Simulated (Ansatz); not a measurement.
Consider a check of PAW against all-electron LAPW of Sc, space group P4/nmm (Ansatz 0.2.0, Python API).

`sc.py`
```python
"""Checking the PAW result for Sc with LAPW."""

import ansatz as az
import numpy as np
from tabulate import tabulate


def count_gap(report):
    # lowest empty less highest filled band, counting bands; zero where they overlap
    return max(report.get("gap_by_band_count_ev") or 0.0, 0.0)

structure = (
    az.Lattice.of((4.73, 0.0, 0.0), (0.0, 4.73, 0.0), (0.0, 0.0, 3.18))
    .atom("Sc", (0.0, 0.0, 0.0))
    .atom("Sc", (0.5, 0.5, 0.0))
    .atom("Sc", (0.0, 0.5, 0.625))
    .atom("Sc", (0.5, 0.0, 0.375))
)

calculation = (
    structure.calculation()
    .functional("PBEsol")
    .kpoints(6, 6, 8)
    .occupations("Marzari-Vanderbilt")
    .scf(tolerance=1e-09)
    .stress()  # positive in compression
    .forces()  # minus the gradient of the free energy
    .band_table()  # levels at the mesh points
)
variants = {
    "PAW": calculation.pseudopotentials("paw"),
    "LAPW": calculation.pseudopotentials("all_electron", lapw=True),
}
# totals differ by the cores that each treatment holds, so compare what does not depend on them
rows = []
for label, variant in variants.items():
    data = variant.run().report
    levels = np.array(data["eigenvalues_ev"][0]) - data["fermi_energy_ev"]
    print(label, "levels at the first k-point near E_F:", np.round(levels[np.abs(levels) < 5], 3))
    rows.append((label, data["n_electrons"], np.trace(data["stress_gpa"]) / 3, float(np.abs(data["forces_ev_ang"]).max()), count_gap(data)))
print(tabulate(rows, headers=["treatment", "electrons in bands", "P GPa", "max force component eV/A", "gap by band count eV"], floatfmt=".4f", tablefmt="plain"))
```

How well do the two treatments of the cores agree on the pressure?

PAW gives 20.633 GPa and LAPW 20.616 GPa, 0.016 GPa apart. They took 11.6 and 110.7 s of processor time.

What the script printed:

```console
$ python sc.py
DeckWarning: basis.ecutwfc = 420 eV, auto-derived from the records' recommended cutoffs: set by Sc (normal level)
DeckWarning: output.stress: scf.convergence.dr2_threshold = 1e-9 eV is looser than the 4e-10 eV advised for a printed stress (1e-10 eV for each atom of the cell: 4). What an SCF threshold leaves in a stress goes as its square root, and in the free energy as the threshold itself, and one threshold admits the most on a [...]
PAW levels at the first k-point near E_F: [-2.33  -2.071 -1.969 -1.395  1.06   1.16   1.16   1.399  1.399  2.239]
LAPW levels at the first k-point near E_F: [-2.331 -2.072 -1.97  -1.396  1.06   1.159  1.159  1.403  1.403  2.238
  2.238  2.694]
treatment      electrons in bands    P GPa    max force component eV/A    gap by band count eV
PAW                       44.0000  20.6325                      0.8233                  0.0000
LAPW                      68.0000  20.6160                      0.8205                  0.0000
```
(Warnings from the package without file and line, shortened.)

Reading the output:
- Spin is left out of this run.
- The computed bands are complete only to about 0.8 eV above the Fermi level.
- The mesh is modest for a metal, so energies can be off by several to tens of meV an atom and pressures by half a GPa or more; differences at equal mesh fare better.
- A gap by band count of zero or less means overlapping bands, a metal.
- Of the deposited cell: the entry's cell lengths or inner coordinates differ somewhat from later room-temperature determinations.
- At these settings the cell as given stands under about 21 GPa, so it isn't at this functional's equilibrium volume and may be a high-pressure phase.
- This isn't the structure that Sc takes at ambient conditions.
- Levels are Kohn-Sham eigenvalues on this mesh.
- Pressure is positive in compression; the treatments may keep other shells as core, so totals and counts of electrons can differ.
- Run time: 2.1 min on 1 thread of Arm Neoverse N1 (shared host), peak memory 0.68 GiB.
